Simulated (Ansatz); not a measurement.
# Na on Al2Cu (110)

This session takes Al2Cu and sets out to cut and relax a (110) slab, then compare the adsorption sites of Na.

Computed with Ansatz 0.2.0 (DFT PBE+D3(BJ), scalar-relativistic, plane waves, PAW, unless a step's input says otherwise).

3 further runs of the same task are left out: 2 that didn't finish, 1 set aside as unsound or not needed.

**1. The starting structure**

Symmetry: I4/mcm, No. 140, tetragonal system. The conventional cell has a = 5.964 Å, b = 5.964 Å, c = 4.810 Å, α = 90.00°, β = 90.00°, γ = 90.00°. Around Al (site symmetry m2m) lie 4 Cu at 2.55 Å and 3 Al at 2.67 to 2.86 Å. Cu (site symmetry 422) is surrounded by 2 Cu at 2.41 Å and 8 Al at 2.55 Å.

Structure file:

```
Al Cu
1.0
    -2.98221    2.98221    2.40519
     2.98221   -2.98221    2.40519
     2.98221    2.98221   -2.40519
Al Cu
4 2
Direct
  0.15820 0.65820 0.81641
  0.65820 0.84180 0.50000
  0.84180 0.34180 0.18359
  0.34180 0.15820 0.50000
  0.75000 0.75000 0.00000
  0.25000 0.25000 0.00000
```

This cell was relaxed beforehand with the same method: volume 14.26 Å³/atom, gap on the mesh none (metal).

**2. The slab**

Planes are indexed in the bulk's conventional cell (I4/mcm (No. 140)), a = 5.964 Å, b = 5.964 Å, c = 4.810 Å, α = 90.00°, β = 90.00°, γ = 90.00°.

A (110) slab, 7.1 Å thick as cut, with 17 Å of vacuum; its outer planes are Al (top) and Al (bottom).

The slab as cut. Its planes from the bottom up:

| plane | atoms per cell | height over the lowest (Å) |
| --- | --- | --- |
| 1 | Al2 | 0.00 |
| 2 | Al | 1.33 |
| 3 | Cu2 | 2.11 |
| 4 | Al | 2.88 |
| 5 | Al2 | 4.22 |
| 6 | Al | 5.55 |
| 7 | Cu2 | 6.33 |
| 8 | Al | 7.10 |

**3. The clean surface, relaxed**

Input file input.yaml:

```yaml
crystal:
  lattice:
    - [4.8103827296, 0.0, 0.0]
    - [-2.4051913648, 4.217481682, 0.0]
    - [0.0, 0.0, 24.1005112911]
  atoms:
    - { symbol: Al, position: [0.4082048451, 0.8164096903, 0.352689613] }
    - { symbol: Al, position: [0.0917951549, 0.1835903097, 0.352689613] }
    - { symbol: Al, position: [0.75, 0.5, 0.4080598936] }
    - { symbol: Cu, position: [0.75, 0.0, 0.4401873766] }
    - { symbol: Cu, position: [0.25, 0.0, 0.4401873766] }
    - { symbol: Al, position: [0.25, 0.5, 0.4723148597] }
    - { symbol: Al, position: [0.9082048451, 0.8164096903, 0.5276851403] }
    - { symbol: Al, position: [0.5917951549, 0.1835903097, 0.5276851403] }
    - { symbol: Al, position: [0.25, 0.5, 0.5830554209] }
    - { symbol: Cu, position: [0.25, 0.0, 0.615182904] }
    - { symbol: Cu, position: [0.75, 0.0, 0.615182904] }
    - { symbol: Al, position: [0.75, 0.5, 0.647310387] }
basis:
  ecutwfc: 420
kpoints:
  mp_grid: { grid: [7, 7, 1] }
hamiltonian:
  xc: pbe
  dispersion: d3bj
scf:
  occupations: { method: gaussian, width: 0.1 }
output:
  forces: true
  eigenvalues: true
  write_density: true
  write_potential: true
  elf: true
  volumetric_format: npy
relax:
  adjacent_minimum: "off"
  f_tol: 0.03
  max_steps: 70
  constraints: [{ sites: [0, 1, 2, 3, 4, 5] }]
efield:
  axis: 3
  dipole_correction: true
  ramp_width: 0.04
```

On the command line:

```sh
$ ansatz run input.yaml --threads 2 --pin off --max-ram 5120MiB --backend cpu --events-out ev --progress --plain --runs-dir out
```

The session goes on with these runs: Na at the top (Al) site; start: Na, hollow (nearest Cu); Na at the bridge (Cu-Cu) site.

Q: Predict the outcome of this session. Wanted: clean slab: work function; clean slab: dipole along +c; Na: lowest end.

**Answer**, as computed:

| quantity | value |
| --- | --- |
| clean slab: work function | 4.25 eV (top face), 4.34 eV (bottom face) |
| clean slab: dipole along +c | 0.010 e·Å per cell |
| Na: lowest end | E_ads -1.85 eV, from the hollow (nearest Cu) start, 7 bonded, 1.80 Å high |

Na binds with 1.85 eV at best, a moderate chemical bond when counted from the free atom, not from the element's molecule or solid; the ends span 0.69 eV. On the way to the lowest end the anchoring atom slid 2.8 Å from where it was put. It lowers the work function by 2.23 eV, as a dipole layer with its positive end outwards does. The slab runs have no spin polarisation, while the free adsorbate has its spin; a moment that survived on the surface would lower E_ads. A start on a symmetric site keeps its symmetry, so an end may be a saddle point and not a minimum.
